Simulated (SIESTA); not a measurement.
# NbRu3 under changes of volume

One of the cells (14.954 Å³/atom); the others are scaled copies at fixed shape and fractional positions:

```
Ru Nb
1.0
     3.91084    0.00000    0.00000
     0.00000    3.91084    0.00000
     0.00000    0.00000    3.91084
Ru Nb
3 1
Direct
  0.50000 0.00000 0.50000
  0.50000 0.50000 0.00000
  0.00000 0.50000 0.50000
  0.00000 0.00000 0.00000
```

The cell comes from a database or a generator and needn't be the stable form of this composition.

| Property | Result |
| --- | --- |
| Program | SIESTA 5.4.2 |
| Functional | PBEsol |
| Potentials or basis | PseudoDojo 0.4 standard (PBEsol files) |
| Basis | DZP (energy shift 0.003 Ry; two zetas on semicore shells) |
| Grid cutoff | 800 Ry |
| Energy shift | 0.003 Ry |
| k mesh | 7 × 7 × 7 |
| Occupations | fermi-dirac, width 0.05 eV |
| Spin | no spin polarisation |

```tsv
volume (Å³/atom)	energy over the lowest point (meV/atom)	pressure (GPa)
13.781	30.37	15.6
14.074	8.92	8.1
14.367	0.00	1.6
14.954	14.50	-9.2
15.247	35.76	-13.7
15.540	?	?
```

Problem. What does the run at 15.540 Å³/atom give?

Solution. Energy over the lowest point 64.86 meV/atom; pressure -18.0 GPa.

Worked out: A Birch-Murnaghan fit of order 3 (a polynomial in V^(-2/3)) to the other rows has its minimum at 14.45 Å³/atom with B0 = V·E''(V) = 292 GPa and B' = 4.4. It gives 65.05 meV/atom at 15.540 Å³/atom, against the run's 64.86, and -dE/dV = -18.1 GPa, against -18.0.

Energies are extrapolated to zero smearing.

Caveats: the basis of atomic orbitals isn't converged, which shifts pressures, moduli and gaps.
